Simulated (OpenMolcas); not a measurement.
# Ag³⁺ among point charges: CASSCF and CASPT2 levels and susceptibility

Aim: the splitting of the states of Ag³⁺ in the field of 6 point charges, its lowest levels with spin-orbit coupling and its magnetic susceptibility.

The numbers are computed with OpenMolcas 26.06 (state-averaged CASSCF and CASPT2, spin-orbit coupling by RASSI with atomic mean-field integrals), except any that are marked as measured or tabulated.

**1. The atom as given**

- Species: Ag³⁺ (silver, Z = 47, 44 electrons)
- Basis: ANO-RCC-VDZP [6s5p3d1f], 43 functions
- Scalar Hamiltonian: DKH2, point nucleus
- Inactive shells: 1s 2s 2p 3s 3p 3d 4s 4p
- Active space: 8 electrons in 5 orbitals (4d)
- Some configurations of this space: 4d⁸
- Orbitals: optimised for each spin and parity, averaged over all roots

Outer shells as boxes (Hund's rule):

4d8
```
4d [↑↓][↑↓][↑↓][↑ ][↑ ]
```

The ion sits among 6 point charges of -1.1 e arranged as an octahedron (Oh), 2.03 Å from the ion.

The work runs as a chain of OpenMolcas steps in one folder; each step below is one input file. Labels, J, g values, rates, χT and fits are worked out afterwards by a script from the matrices that RASSI stores. The input lists half of the charges; inversion (Group=XYZ) makes the rest.

**2. One- and two-electron integrals**

a.inp

```
&GATEWAY
Coord
1

Ag 0.0 0.0 0.0
Basis=ANO-RCC-VDZP
Group=XYZ
NoMove
AngMom=0.0 0.0 0.0
AMFI
XField
3 Angstrom 0
2.030000 0.000000 0.000000 -1.100000
0.000000 2.030000 0.000000 -1.100000
0.000000 0.000000 2.030000 -1.100000
&SEWARD
```

Launch:

```sh
> OMP_NUM_THREADS=1 MOLCAS_MEM=1689 MOLCAS_PROJECT=a pymolcas a.inp > a.log
```

Log:

```text
Basis set label: AG.ANO-RCC...6S5P3D1F.

      Electronic valence basis set:
      ------------------
      Associated Effective Charge  47.000000 au
      Associated Actual Charge     47.000000 au
      Nuclear Model: Point charge

      Shell  nPrim  nBasis  Cartesian Spherical Contaminant
         s      21       6        X
         p      18       5        X
         d      13       3                 X
         f       6       1                 X
                  Relativistic Douglas-Kroll-Hess integrals:
                    - DKH order of Hamiltonian: 2
                    - DKH order of Properties : 0
                  Atomic mean-field integrals
```

**3. CASSCF: triplets of even parity, 10 roots**

a.inp

```
&RASSCF
FileOrb=start.orb
Symmetry=1
Spin=3
nActEl=8 0 0
Inactive=9 9
Ras2=5 0
CIRoot=10 10 1
SDav=10
CIMx=300
Iter=120 100
PrWF=0.3
OrbListing=Nothing
MaxOrb=0
>>> COPY $Project.JobIph JOB001
```

start.orb holds the contracted functions of the basis, ordered by shell, or the orbitals of the step before.

Log, shortened:

```text
[...]
      Number of active orbitals                  5
[...]
      Spin quantum number                      1.0
[...]
      Active orbitals                            5   0
[...]
      Number of CSFs                            10
      Number of root(s) required                10
[...]
      Convergence after  8 iterations
[...]
      Natural orbitals and occupation numbers for root  1
      sym 1:   2.000000   2.000000   1.000000   2.000000   1.000000
      Natural orbitals and occupation numbers for root  2
      sym 1:   1.742558   1.257442   1.257442   2.000000   1.742558
      Natural orbitals and occupation numbers for root  3
      sym 1:   1.938406   2.000000   1.061594   1.061594   1.938406
::    RASSCF root number  1 Total energy:  -5314.84244127
::    RASSCF root number  2 Total energy:  -5314.82582629
::    RASSCF root number  3 Total energy:  -5314.82582629
[...]
::    RASSCF root number  7 Total energy:  -5314.81316763
::    RASSCF root number  8 Total energy:  -5314.75196218
::    RASSCF root number  9 Total energy:  -5314.75196218
::    RASSCF root number 10 Total energy:  -5314.75196218
```

**4. Reference wave functions, singlets of even parity, 15 roots**

a.inp

```
&RASSCF
FileOrb=start.orb
Symmetry=1
Spin=1
nActEl=8 0 0
Inactive=9 9
Ras2=5 0
CIRoot=15 15 1
SDav=15
CIMx=300
Iter=120 100
PrWF=0.3
OrbListing=Nothing
MaxOrb=0
>>> COPY $Project.JobIph JOB002
```

Launch:

```sh
> OMP_NUM_THREADS=1 MOLCAS_MEM=1689 MOLCAS_PROJECT=a pymolcas a.inp > a.log
```

Log, shortened:

```text
[...]
      Number of active orbitals                  5
[...]
      Spin quantum number                      0.0
[...]
      Active orbitals                            5   0
[...]
      Number of CSFs                            15
      Number of root(s) required                15
[...]
      Convergence after  7 iterations
[...]
      Natural orbitals and occupation numbers for root  1
      sym 1:   1.832792   1.946893   1.126082   1.126082   1.968152
      Natural orbitals and occupation numbers for root  2
      sym 1:   1.884998   1.999099   1.126082   1.126082   1.863739
      Natural orbitals and occupation numbers for root  3
      sym 1:   1.309139   1.920286   1.484377   1.543021   1.743177
::    RASSCF root number  1 Total energy:  -5314.77316628
::    RASSCF root number  2 Total energy:  -5314.77316628
::    RASSCF root number  3 Total energy:  -5314.76004580
[...]
::    RASSCF root number 12 Total energy:  -5314.72194201
::    RASSCF root number 13 Total energy:  -5314.72194201
::    RASSCF root number 14 Total energy:  -5314.72194201
::    RASSCF root number 15 Total energy:  -5314.58866725
```

**5. RASSI: spin-orbit coupling between the states**

a.inp

```
&RASSI
NrOfJobIphs=2 10 15
1 2 3 4 5 6 7 8 9 10
1 2 3 4 5 6 7 8 9 10 11 12 13 14 15
IphNames
JOB001
JOB002
EJob
SpinOrbit
DIPRint=1.0
SOCoupling=1000.0
Subsets=2
Property=9
'ANGMOM' 1 'ANGMOM' 2 'ANGMOM' 3 'MLTPL  1' 1 'MLTPL  1' 2 'MLTPL  1' 3
'AMFI' 1 'AMFI' 2 'AMFI' 3
SOProperty=3
'ANGMOM' 1 'ANGMOM' 2 'ANGMOM' 3
```

Launch:

```sh
> OMP_NUM_THREADS=1 MOLCAS_MEM=1689 MOLCAS_PROJECT=a pymolcas a.inp > a.log
```

Log, shortened:

```text
SPIN-FREE ENERGIES:
  (Shifted by EMIN (a.u.) =      -5314.8424412745)
 SF State       Relative EMIN(au)   Rel lowest level(eV)    D:o, cm**(-1)      L_eff
     1             0.0000000000        0.0000000000              0.0000         3.0
     2             0.0166149823        0.4521167015           3646.5671         3.0
     3             0.0166149823        0.4521167015           3646.5671         3.0
     4             0.0166149823        0.4521167015           3646.5671         3.0
     5             0.0292736412        0.7965763573           6424.8216         3.0
     6             0.0292736412        0.7965763573           6424.8216         3.0
     7             0.0292736412        0.7965763573           6424.8216         3.0
    11             0.0692749925        1.8850685773          15204.1034         2.3
    12             0.0692749925        1.8850685773          15204.1034         2.3
    13             0.0823954711        2.2420949895          18083.7156         2.1
[...]
Eigenvalues of complex Hamiltonian:
   -----------------------------------
  (Shifted by EMIN (a.u.) =      -5314.8424412745)
 SO State       Relative EMIN(au)   Rel lowest level(eV)    D:o, cm**(-1)     J-value
     1            -0.0078158115        0.0000000000              0.0000         3.0
     2            -0.0078158115        0.0000000000              0.0000         3.1
     3            -0.0078158115        0.0000000000              0.0000         3.1
     4             0.0053693871        0.3587875319           2893.8166         2.9
     5             0.0053693872        0.3587875320           2893.8166         3.4
     6             0.0078569423        0.4264773565           3439.7719         2.8
     7             0.0078569423        0.4264773565           3439.7719         2.8
     8             0.0078569423        0.4264773566           3439.7719         3.6
     9             0.0146800085        0.6121424467           4937.2618         3.2
    10             0.0203262139        0.7657835228           6176.4606         2.3
    11             0.0203262139        0.7657835228           6176.4607         2.2
[...]
```

These steps took 3.1 s in all on 1 thread, shared host.

Spin-free states, with their symmetry labels:

```
state  degeneracy  E (cm-1)  free-ion L (%)
  3A2           1         0         F (100)
  3T2           3      3647         F (100)
  3T1           3      6425          F (99)
   1E           2     15204          D (88)
  1T2           3     18084          D (96)
  3T1           3     19858          P (99)
  1A1           1     23109          G (99)
  1T1           3     24098         G (100)
   1E           2     25862          G (88)
  1T2           3     26447          G (96)
  1A1           1     55697          S (99)
```

With spin-orbit coupling:

```tsv
E (cm-1)	Degeneracy	Label	2S+1
0.0	3	T2	3
2894	2	E	3
3440	3	T1	3
4937	1	A1	3
6176	3	T2	3
6363	1	A2	3
7880	3	T1	3
9736	2	E	3
10072	3	T2	3
17107	2	E	1
17562	3	T2	3
21902	2	E	3
22562	3	T1	3
22806	1	A1	3
23544	3	T2	3
25084	1	A1	1
26006	3	T1	1
27934	2	E	1
28398	3	T2	1
58122	1	A1	1
```

Powder χT (cm³ K/mol): 2.35 at 2 K, 2.36 at 5 K, 2.36 at 10 K, 2.36 at 20 K, 2.38 at 50 K, 2.41 at 100 K, 2.44 at 150 K, 2.47 at 200 K, 2.49 at 250 K, 2.52 at 300 K.

A ligand-field fit to the states below 45000 cm-1 gives 10Dq = 3538 cm-1, B = 1021 cm-1 and C = 4084 cm-1 (C/B = 4.00), with a deviation of 51 cm-1.

Orbitals of the lowest block (energies include the constant potential of the surroundings):

```csv
shell,space,energy (hartree),mean occupation,⟨r²⟩ (bohr²)
1s,inactive,-941.6992,2.000,0.00127
2s,inactive,-141.5971,2.000,0.0213
2p,inactive,-126.8217,6.000,0.0169
3s,inactive,-27.1070,2.000,0.154
3p,inactive,-22.1155,6.000,0.155
3d,inactive,-14.2198,10.000,0.142
4s,inactive,-3.9995,2.000,0.948
4p,inactive,-2.4481,6.000,1.12
4d,RAS2,,8.000,1.94
```

**6. CASPT2: IPEA 0.25, imaginary shift 0.1 (closed shells correlated: 4s 4p)**

a.inp

```
>>> COPY JOB001 $Project.JobIph
&CASPT2
Multistate=10 1 2 3 4 5 6 7 8 9 10
NoMult
Frozen=8 6
IPEA=0.25
Imaginary=0.1
MaxIter=60
WThr=0.0 0.3 0.05
PrWF=0.5
NoMix
>>> COPY JOB002 $Project.JobIph
&CASPT2
Multistate=15 1 2 3 4 5 6 7 8 9 10 11 12 13 14 15
NoMult
Frozen=8 6
IPEA=0.25
Imaginary=0.1
MaxIter=60
WThr=0.0 0.3 0.05
PrWF=0.5
NoMix
```

Log:

```text
Orbital specifications:
      -----------------------

      Symmetry species                           1   2
                                                ag  au
      Frozen orbitals                            8   6
      Inactive orbitals                          1   3
      Active orbitals                            5   0
      Secondary orbitals                         7  13
      Deleted orbitals                           0   0
      Number of basis functions                 21  22
Type of calculation                        SS-CASPT2
      Fock operator                              state-specific
      IPEA shift                                 0.25
      Real shift                                 0.00
      Imaginary shift                            0.10
      The input orbitals will be transformed to quasi-canonical
Reference energy:       -5314.8424412745
      E2 (Non-variational):      -0.2869625224
      Shift correction:          -0.0000972086
      E2 (Variational):          -0.2870597310
      Total energy:           -5315.1295010055
      Residual norm:              0.0000001427
      Reference weight:           0.95147
      Contributions to the CASPT2 correlation energy
      Active & Virtual Only:         -0.1372431422
      One Inactive Excited:          -0.1121148644
      Two Inactive Excited:          -0.0376045159
Reference energy:       -5314.8258262922
      E2 (Non-variational):      -0.2881798949
      Shift correction:          -0.0000996410
      E2 (Variational):          -0.2882795359
      Total energy:           -5315.1141058280
      Residual norm:              0.0000003079
      Reference weight:           0.95088
      Contributions to the CASPT2 correlation energy
      Active & Virtual Only:         -0.1377454231
      One Inactive Excited:          -0.1127415874
      Two Inactive Excited:          -0.0376928844
::    CASPT2 Root  1     Total energy:  -5315.12950101
::    CASPT2 Root  2     Total energy:  -5315.11410583
::    CASPT2 Root  3     Total energy:  -5315.11253265
::    CASPT2 Root  4     Total energy:  -5315.11430151
::    CASPT2 Root  5     Total energy:  -5315.10035404
::    CASPT2 Root  6     Total energy:  -5315.10035237
::    CASPT2 Root  7     Total energy:  -5315.10036620
::    CASPT2 Root  8     Total energy:  -5315.04712534
::    CASPT2 Root  9     Total energy:  -5315.04748477
::    CASPT2 Root 10     Total energy:  -5315.04717923
Orbital specifications:
      -----------------------

      Symmetry species                           1   2
                                                ag  au
      Frozen orbitals                            8   6
      Inactive orbitals                          1   3
      Active orbitals                            5   0
      Secondary orbitals                         7  13
      Deleted orbitals                           0   0
      Number of basis functions                 21  22
Type of calculation                        SS-CASPT2
      Fock operator                              state-specific
      IPEA shift                                 0.25
      Real shift                                 0.00
      Imaginary shift                            0.10
      The input orbitals will be transformed to quasi-canonical
Reference energy:       -5314.7731662820
      E2 (Non-variational):      -0.2971699419
      Shift correction:          -0.0001093801
      E2 (Variational):          -0.2972793220
      Total energy:           -5315.0704456040
      Residual norm:              0.0000002084
      Reference weight:           0.94887
      Contributions to the CASPT2 correlation energy
      Active & Virtual Only:         -0.1413897270
      One Inactive Excited:          -0.1129728999
      Two Inactive Excited:          -0.0428073150
Reference energy:       -5314.7731662820
      E2 (Non-variational):      -0.2972265302
      Shift correction:          -0.0001093979
      E2 (Variational):          -0.2973359281
      Total energy:           -5315.0705022101
      Residual norm:              0.0000002108
      Reference weight:           0.94886
      Contributions to the CASPT2 correlation energy
      Active & Virtual Only:         -0.1414361652
      One Inactive Excited:          -0.1129830574
      Two Inactive Excited:          -0.0428073076
::    CASPT2 Root  1     Total energy:  -5315.07044560
::    CASPT2 Root  2     Total energy:  -5315.07050221
::    CASPT2 Root  3     Total energy:  -5315.05853733
::    CASPT2 Root  4     Total energy:  -5315.05844115
::    CASPT2 Root  5     Total energy:  -5315.05813696
::    CASPT2 Root  6     Total energy:  -5315.03282656
::    CASPT2 Root  7     Total energy:  -5315.02752679
::    CASPT2 Root  8     Total energy:  -5315.02739426
::    CASPT2 Root  9     Total energy:  -5315.02577963
::    CASPT2 Root 10     Total energy:  -5315.01775364
::    CASPT2 Root 11     Total energy:  -5315.01772499
::    CASPT2 Root 12     Total energy:  -5315.01532715
::    CASPT2 Root 13     Total energy:  -5315.01562029
::    CASPT2 Root 14     Total energy:  -5315.01549459
::    CASPT2 Root 15     Total energy:  -5314.90573742
```

This run: 1 s of run time, 1 thread, shared host.

SS-CASPT2: lowest energy less the reference's lowest, -0.2871 hartree; reference weights 0.945 to 0.951.

Spin-free states, with their symmetry labels:

| state | degeneracy | E (cm-1) | free-ion L (%) |
| --- | --- | --- | --- |
| 3A2 | 1 | 0 | F (100) |
| 3T2 | 3 | 3480 | F (100) |
| 3T1 | 3 | 6396 | F (99) |
| 1E | 2 | 12955 | D (88) |
| 1T2 | 3 | 15611 | D (96) |
| 3T1 | 3 | 18049 | P (99) |
| 1A1 | 1 | 21218 | G (99) |
| 1T1 | 3 | 22518 | G (100) |
| 1E | 2 | 24529 | G (88) |
| 1T2 | 3 | 25025 | G (96) |
| 1A1 | 1 | 49110 | S (99) |

With spin-orbit coupling:

| E (cm-1) | Degeneracy | Label | 2S+1 |
| --- | --- | --- | --- |
| 0 | 3 | T2 | 3 |
| 2780 | 2 | E | 3 |
| 3350 | 3 | T1 | 3 |
| 4940 | 1 | A1 | 3 |
| 6060 | 3 | T2 | 3 |
| 6240 | 1 | A2 | 3 |
| 7860 | 3 | T1 | 3 |
| 9190 | 2 | E | 3 |
| 9910 | 3 | T2 | 3 |
| 15540 | 2 | E | 3 |
| 15610 | 3 | T2 | 3 |
| 20060 | 2 | E | 3 |
| 20800 | 3 | T1 | 3 |
| 20940 | 1 | A1 | 3 |
| 21540 | 3 | T2 | 3 |
| 23260 | 1 | A1 | 1 |
| 24490 | 3 | T1 | 1 |
| 26660 | 2 | E | 1 |
| 27030 | 3 | T2 | 1 |
| 51700 | 1 | A1 | 1 |

Powder χT (cm³ K/mol): 2.37 at 2 K, 2.37 at 5 K, 2.37 at 10 K, 2.38 at 20 K, 2.40 at 50 K, 2.42 at 100 K, 2.45 at 150 K, 2.48 at 200 K, 2.51 at 250 K, 2.54 at 300 K.

**7. The methods side by side**

A. CASSCF
B. SS-CASPT2, IPEA 0.25, imaginary shift 0.1 (closed shells correlated: 4s 4p)

```
method  ground state  first state of that spin (cm-1)  first gap with spin-orbit (cm-1)  χT at 300 K
     A           3A2                         3T2 3647                            2893.8         2.52
     B           3A2                         3T2 3480                            2778.6         2.54
```

**8. Summary of results**

```
                                            quantity                                                                        value
                                              method  SS-CASPT2, IPEA 0.25, imaginary shift 0.1 (closed shells correlated: 4s 4p)
                              spin-free ground state                                              3A2, 1-fold in its orbital part
first state of the same spin within the active space                                                             3T2 at 3480 cm⁻¹
                                        lowest level                                                                    3-fold T2
                                          next level                                                                  2778.6 cm⁻¹
                                         χT at 300 K                                                               2.54 cm³ K/mol
                           effective moment at 300 K                                                                      4.51 μB
```

Cost by method:

| method | time of its own steps | time with the reference |
| --- | --- | --- |
| A. CASSCF | 3.1 s | 3.1 s |
| B. SS-CASPT2, IPEA 0.25, imaginary shift 0.1, +4s 4p | 1 s | 4.2 s |

Times are of one thread on a shared host.

The spin-free ground state (3A2) comes to 100 % from free-ion F terms and keeps the highest spin of the shell. χT at 300 K is 2.54, against 1.00 cm³ K/mol for the spin alone, so orbital moment adds to it. CASPT2 does not keep the components of a term degenerate, and the means are used. The field of point charges can differ much from that of real complexes. Point charges carry no covalency, so the field is a model and not that of real ligands.
